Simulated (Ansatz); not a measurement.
# C3H7BO (SMILES BCC(C)=O) at B3LYP/def2-SVP

What is the electronic atomisation energy of C3H7BO at B3LYP/def2-SVP? 

The results are computed with Ansatz 0.2.0.

46 further runs of the same task are left out: 46 set aside as unsound or not needed. Runs told in other sessions of the task aren't counted.

## (1) The molecule

C3H7BO: 12 atoms, total charge 0, spin state singlet. SMILES: `BCC(C)=O`. The coordinates come from a PBE0-D4/def2-TZVP relaxation. This is one conformer, not always the lowest.

Bond lengths: B1–C2 1.557 Å, C2–C3 1.504 Å, C3–C4 1.505 Å, C3–O5 1.206 Å, B1–H6 1.195 Å, B1–H7 1.197 Å, C2–H8 1.107 Å, C2–H9 1.092 Å, C4–H10 1.088 Å, C4–H11 1.092 Å, C4–H12 1.095 Å. Some angles: B1–C2–C3 115.3°, C2–C3–C4 117.0°, C2–C3–O5 120.9°, C4–C3–O5 122.0°, B1–C2–H8 100.6°, B1–C2–H9 112.9°, C3–C2–H8 109.6°, C3–C2–H9 110.4°, C2–B1–H6 119.8°, C2–B1–H7 121.1°.

## (2) The energy at B3LYP/def2-SVP

molecule.yaml reads:

```yaml
crystal:
  periodic: [false, false, false]
  atoms:
    - {symbol: B, position_ang: [-1.581200, 0.801000, 0.222700]}
    - {symbol: C, position_ang: [-0.384500, 0.117100, 0.946500]}
    - {symbol: C, position_ang: [0.927400, 0.170900, 0.212200]}
    - {symbol: C, position_ang: [1.083400, -0.737900, -0.977300]}
    - {symbol: O, position_ang: [1.804700, 0.920200, 0.564200]}
    - {symbol: H, position_ang: [-2.525100, 1.170600, 0.856000]}
    - {symbol: H, position_ang: [-1.603000, 0.910600, -0.969000]}
    - {symbol: H, position_ang: [-0.743000, -0.928900, 0.990700]}
    - {symbol: H, position_ang: [-0.259300, 0.457700, 1.976000]}
    - {symbol: H, position_ang: [1.975700, -0.468400, -1.539000]}
    - {symbol: H, position_ang: [0.203200, -0.697900, -1.623000]}
    - {symbol: H, position_ang: [1.178600, -1.770300, -0.625900]}
basis:
  gaussian:
    orbitals: def2-SVP
hamiltonian:
  xc: {name: B3LYP}
accuracy: high
output: {orbitals: {seedname: orbitals}}
```

Run with:

```console
$ ansatz run molecule.yaml --threads 1 --pin off --max-ram 2610MiB --events-out events.jsonl --progress --plain --runs-dir runs
```

What it wrote:

```text
Warning: RAYON_NUM_THREADS=1 ignored (pool sized by the plan → 1); use --threads N
Functional definition: B3LYP
  name "B3LYP"
  parameter a0 = 0.2
  parameter ax = 0.72
  parameter ac = 0.81
  exchange = (1 - a0 - ax)*slater_x + ax*b88_x + a0*exact_x
  correlation = (1 - ac)*vwn_rpa_c + ac*lyp_c
2594 factors; integrals over basis functions are off by at most 3.5e-9 eV
mean field evaluation 1: about -5935.5554 eV, gradient 5.9e1 eV
mean field evaluation 2: about -5929.6827 eV, gradient 8.0e1 eV
mean field evaluation 4: about -5943.3509 eV, gradient 3.3e0 eV
mean field evaluation 8: about -5943.6044 eV, gradient 5.0e-1 eV
mean field evaluation 16: about -5943.6049 eV, gradient 1.5e-4 eV
mean field -5943.60491254 eV, -218.4234518159 hartree, gradient 1.4e-8 eV, S^2 0.000000; 0 other end points of the search recorded, 0 dependent functions left out
reference -5943.60495495 eV, -218.4234533743 hartree; 19, 19 occupied and 86, 86 virtual orbitals, 2594 factors
Total energy: -5943.60495495 eV, -218.4234533743 hartree
```

Wall time 11 s (1 thread of Arm Neoverse V2, shared host); peak memory 0.39 GiB.

## (3) The B atom, same level

in.yaml reads:

```yaml
crystal:
  periodic: [false, false, false]
  atoms:
    - {symbol: B, position_ang: [0.000000, 0.000000, 0.000000]}
basis:
  gaussian:
    orbitals: def2-SVP
magnetization:
  spin_polarized: true
  initial_magnetization: 1
hamiltonian:
  xc: {name: B3LYP}
accuracy: high
```

Run with:

```console
$ ansatz run in.yaml --threads 1 --pin off --max-ram 2610MiB --events-out events.jsonl --progress --plain --runs-dir runs
```

What it wrote:

```text
Warning: RAYON_NUM_THREADS=1 ignored (pool sized by the plan → 1); use --threads N
Functional definition: B3LYP
  name "B3LYP"
  parameter a0 = 0.2
  parameter ax = 0.72
  parameter ac = 0.81
  exchange = (1 - a0 - ax)*slater_x + ax*b88_x + a0*exact_x
  correlation = (1 - ac)*vwn_rpa_c + ac*lyp_c
92 factors; integrals over basis functions are off by at most 2.8e-9 eV
mean field evaluation 1: about -670.2901 eV, gradient 2.3e0 eV
mean field evaluation 2: about -670.3408 eV, gradient 4.6e-1 eV
mean field evaluation 4: about -670.3433 eV, gradient 1.3e-1 eV
mean field evaluation 8: about -670.3435 eV, gradient 1.5e-5 eV
mean field -670.34347264 eV, -24.6346682446 hartree, gradient 3.9e-9 eV, S^2 0.752254; 0 other end points of the search recorded, 0 dependent functions left out
reference -670.34349502 eV, -24.6346690667 hartree; 3, 2 occupied and 11, 12 virtual orbitals, 92 factors
Total energy: -670.34349502 eV, -24.6346690667 hartree
```

It took 0.32 s on 1 thread of Arm Neoverse V2, shared host.

## (4) The C atom, same level

input.yaml reads:

```yaml
crystal:
  periodic: [false, false, false]
  atoms:
    - {symbol: C, position_ang: [0.000000, 0.000000, 0.000000]}
basis:
  gaussian:
    orbitals: def2-SVP
magnetization:
  spin_polarized: true
  initial_magnetization: 2
hamiltonian:
  xc: {name: B3LYP}
accuracy: high
```

Run the same way, it converges to -37.81406 Eh (log not shown).

## (5) The H atom at the same level

job.yaml reads:

```yaml
crystal:
  periodic: [false, false, false]
  atoms:
    - symbol: H
      position_ang: [0.000000, 0.000000, 0.000000]
basis:
  gaussian: {orbitals: def2-SVP}
magnetization: {spin_polarized: true, initial_magnetization: 1}
hamiltonian: {xc: {name: B3LYP}}
accuracy: high
```

Run the same way, it converges to -0.50126 Eh (log not shown).

## (6) The O atom at the same level

in.yaml reads:

```yaml
crystal:
  periodic: [false, false, false]
  atoms:
    - {symbol: O, position_ang: [0.000000, 0.000000, 0.000000]}
basis:
  gaussian: {orbitals: def2-SVP}
hamiltonian: {xc: {name: B3LYP}}
accuracy: high
magnetization: {spin_polarized: true, initial_magnetization: 2}
```

Run the same way, it converges to -75.00076 Eh (log not shown).

## (7) What came out

Level: B3LYP/def2-SVP.

| quantity | value |
| --- | --- |
| molecule: total energy | -218.42345 Eh |
| molecule: HOMO energy | -6.76 eV |
| molecule: LUMO energy | -1.79 eV |
| molecule: HOMO–LUMO gap | 4.98 eV |
| B atom: total energy | -24.63467 Eh |
| B atom: ⟨S²⟩ | 0.752 |
| C atom: total energy | -37.81406 Eh |
| C atom: ⟨S²⟩ | 2.003 |
| H atom: total energy | -0.50126 Eh |
| H atom: ⟨S²⟩ | 0.750 |
| O atom: total energy | -75.00076 Eh |
| O atom: ⟨S²⟩ | 2.002 |
| electronic atomisation energy | 49.988 eV |

Taking the molecule apart into free atoms costs 49.99 eV (1153 kcal/mol), before zero-point energy and without spin-orbit coupling.
